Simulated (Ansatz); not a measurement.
# Al6Co3Pd7: the cost of one run

Program: Ansatz 0.2.0. Level of theory: DFT PBE, scalar-relativistic, plane waves, PAW. These are calculated values, not measurements.

**1. The system as given**

The cell holds 16 atoms (Al6Co3Pd7): a = 6.769 Å, b = 6.769 Å, c = 6.769 Å, α = 109.47°, β = 109.47°, γ = 109.47°.

The sites of an ideal fcc lattice, at a guessed lattice constant, take 6 Al, 7 Pd, 3 Co (sublattices apart by semicolons), with a shake of 0.02 Å. Warren-Cowley parameters of the first shell (negative: unlike neighbours preferred): Al-Co -0.11, Al-Pd +0.02, Co-Pd -0.33. In a cell this small the draw can fall short of the order aimed at.

Coordinates:

```xyz
16
Lattice="-3.9083 3.9083 -3.9083 3.9083 3.9083 3.9083 3.9083 -3.9083 -3.9083" Properties=species:S:1:pos:R:3 pbc="T T T"
Al    1.9737   -1.9658   -3.9348
Al   -1.9423    1.9674   -3.9096
Al   -0.0211    1.9578   -1.9550
Al    3.9104    1.9538    1.9467
Al    0.0083    3.8813   -0.0425
Al    5.8640   -0.0050   -1.9482
Co    1.9806    0.0274   -1.9809
Co    1.9604    3.9076   -1.9586
Co   -1.9287    3.9037   -1.9712
Pd    3.9159   -1.9393   -1.9668
Pd    3.9209    3.8929    0.0254
Pd    1.9578    1.9060   -3.9128
Pd    3.9287    1.9763   -1.9483
Pd    3.8966   -0.0140   -0.0183
Pd    3.9094    3.8921   -3.8744
Pd    1.9647    1.9517    0.0210
```

**2. Relaxation without symmetry, coarse mesh**

Cell and atoms move without symmetry, on a coarse mesh with loose thresholds.

input.yaml

```yaml
crystal:
  lattice:
    - [-3.90833196, 3.90833196, -3.90833196]
    - [3.90833196, 3.90833196, 3.90833196]
    - [3.90833196, -3.90833196, -3.90833196]
  atoms:
    - { symbol: Al, position: [0.2518928219, 0.0010097133, 0.7558807486] }
    - { symbol: Al, position: [0.7518649309, 0.0032147861, 0.2516821256] }
    - { symbol: Al, position: [0.5005769624, 0.2477699939, 0.2474074162] }
    - { symbol: Al, position: [0.000901522, 0.7502108614, 0.2512154492] }
    - { symbol: Al, position: [0.501972954, 0.4975944729, 0.006489983] }
    - { symbol: Al, position: [0.2485969514, 0.7495558181, 0.9994345394] }
    - { symbol: Co, position: [0.2569357349, 0.2568908809, 0.5068080277], spin: 3.0 }
    - { symbol: Co, position: [0.7504684046, 0.7506957998, 0.5013637898], spin: 3.0 }
    - { symbol: Co, position: [0.7515854929, 0.2526558393, 0.005438673], spin: 3.0 }
    - { symbol: Pd, position: [0.0035096337, 0.2528693999, 0.7525819545] }
    - { symbol: Pd, position: [0.4947714452, 0.9996283791, 0.4983532836] }
    - { symbol: Pd, position: [0.7444086392, 0.494307398, 0.7510300373] }
    - { symbol: Pd, position: [0.5020785831, 0.7554393553, 0.7518548382] }
    - { symbol: Pd, position: [0.0005493485, 0.4967134343, 0.5008428379] }
    - { symbol: Pd, position: [0.9935743583, 0.9980632899, 0.9957949759] }
    - { symbol: Pd, position: [0.2470089317, 0.5010373664, 0.2486647325] }
  symmetry: { detect: false }
basis:
  ecutwfc: 420
kpoints:
  mp_grid: { grid: [3, 3, 3], shift: [0.0, 0.0, 0.0] }
hamiltonian:
  xc: pbe
scf:
  occupations: { method: gaussian, width: 0.1 }
  lower_state_search: "off"
output:
  forces: true
  stress: true
  eigenvalues: true
  populations: true
magnetization:
  spin_polarized: true
relax:
  adjacent_minimum: "off"
  f_tol: 0.04
  max_steps: 50
  cell: { stress_tol: 0.3 }
```

On the command line:

```bash
$ ansatz run input.yaml --threads 4 --pin off --max-ram 9216MiB --backend cpu --events-out ev --progress --plain --runs-dir out
```

What time and memory should one allow on 4 threads of Arm Neoverse V1, shared host?

About 13 min, with a peak of 2.6 GiB.
